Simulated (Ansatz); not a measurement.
**Si2Mo: properties at the relaxed cell**

An exercise on one series of results from a longer session: the logs are not shown, and one member is left open.

Method: DFT PBEsol, scalar-relativistic, plane waves, PAW, in Ansatz 0.2.0.

**The structure to begin with**

It takes space group P6_222 (No. 180, hexagonal). The conventional cell has a = 4.574 Å, b = 4.574 Å, c = 6.567 Å, α = 90.00°, β = 90.00°, γ = 120.00°. Around Si (site symmetry 2) lie 5 Si at 2.55 to 2.66 Å and 5 Mo at 2.56 to 2.66 Å. Mo (site symmetry 222) is surrounded by 10 Si at 2.56 to 2.66 Å.

As a file:

```xyz
9
Lattice="4.5744 0.0000 0.0000 -2.2872 3.9616 0.0000 0.0000 0.0000 6.5666" Properties=species:S:1:pos:R:3 pbc="T T T"
Si   -1.1608    3.3112    5.4721
Si    1.1265    0.6504    1.0944
Si    2.2872    2.6609    3.2833
Si    3.4480    0.6504    5.4721
Si    1.1608    3.3112    1.0944
Si    0.0000    1.3007    3.2833
Mo    2.2872    0.0000    3.2833
Mo   -1.1436    1.9808    1.0944
Mo    1.1436    1.9808    5.4721
```

It goes back to an entry of the Materials Project, which need not be the stable form.

This cell was relaxed beforehand with the same method: volume 13.22 Å³/atom, gap on the mesh 0.04 eV.

Set-up of the first run:

input.yaml

```yaml
crystal:
  lattice:
    - [4.5282307626, 0.0, 0.0]
    - [-2.2641153813, 3.9215628746, 0.0]
    - [0.0, 0.0, 6.5002238536]
  atoms:
    - { symbol: Si, position: [0.1641680652, 0.8358319348, 0.8333333333] }
    - { symbol: Si, position: [0.3283361305, 0.1641680652, 0.1666666667] }
    - { symbol: Si, position: [0.8358319348, 0.6716638695, 0.5] }
    - { symbol: Si, position: [0.8358319348, 0.1641680652, 0.8333333333] }
    - { symbol: Si, position: [0.6716638695, 0.8358319348, 0.1666666667] }
    - { symbol: Si, position: [0.1641680652, 0.3283361305, 0.5] }
    - { symbol: Mo, position: [0.5, 0.0, 0.5] }
    - { symbol: Mo, position: [0.0, 0.5, 0.1666666667] }
    - { symbol: Mo, position: [0.5, 0.5, 0.8333333333] }
basis:
  ecutwfc: 420
kpoints:
  mp_grid: { grid: [12, 12, 6] }
hamiltonian:
  xc: pbesol
scf:
  occupations: { method: gaussian, width: 0.1 }
output:
  forces: true
  stress: true
  eigenvalues: true
relax:
  adjacent_minimum: "off"
  f_tol: 0.01
  max_steps: 30
  cell: { stress_tol: 0.1, fix: [volume] }
```

Run with:

```
$ ansatz run input.yaml --threads 2 --pin off --max-ram 5120MiB --backend cpu --events-out ev --progress --plain --runs-dir out
```

Among the steps run: The cell scaled to 0.97 of its volume; Volume × 1.03; Volume × 0.94; Volume × 1.06; The cell scaled to 0.91 of its volume; Point at V/V0 = 1.10; Volume × 0.88.

One table of the session follows, with a row left open; its other results are not shown here.

It belongs to the step «Equation of state». 

| volume (Å³/atom) | energy above the lowest point (meV/atom) | pressure (GPa) | gap on the mesh (eV) |
| --- | --- | --- | --- |
| 11.635 | 165.0 | 37.35 | 0.00 |
| 12.032 | 87.5 | 25.63 | 0.00 |
| 12.429 | 36.7 | 15.67 | 0.00 |
| 12.825 | 8.7 | 7.20 | 0.02 |
| 13.222 | 0.0 | -0.01 | 0.04 |
| 13.619 | 7.8 | -6.13 | 0.05 |
| 14.015 | ? | ? | ? |
| 14.544 | 76.6 | -17.01 | 0.07 |

Q: Estimate the row for volume (Å³/atom) = 14.015 from the others.

Worked estimate for «energy above the lowest point (meV/atom)». A straight line through the neighbours (13.619, 7.8) and (14.544, 76.6) gives 7.8 + (76.6 − 7.8) × (14.015 − 13.619) / (14.544 − 13.619) = 37.3; a parabola fitted to 3 rows on both sides gives 28.6.

The run gave: energy above the lowest point (meV/atom): 29.5; pressure (GPa): -11.31; gap on the mesh (eV): 0.06. In «energy above the lowest point (meV/atom)» the line misses by +7.8 and the parabola by -0.9.
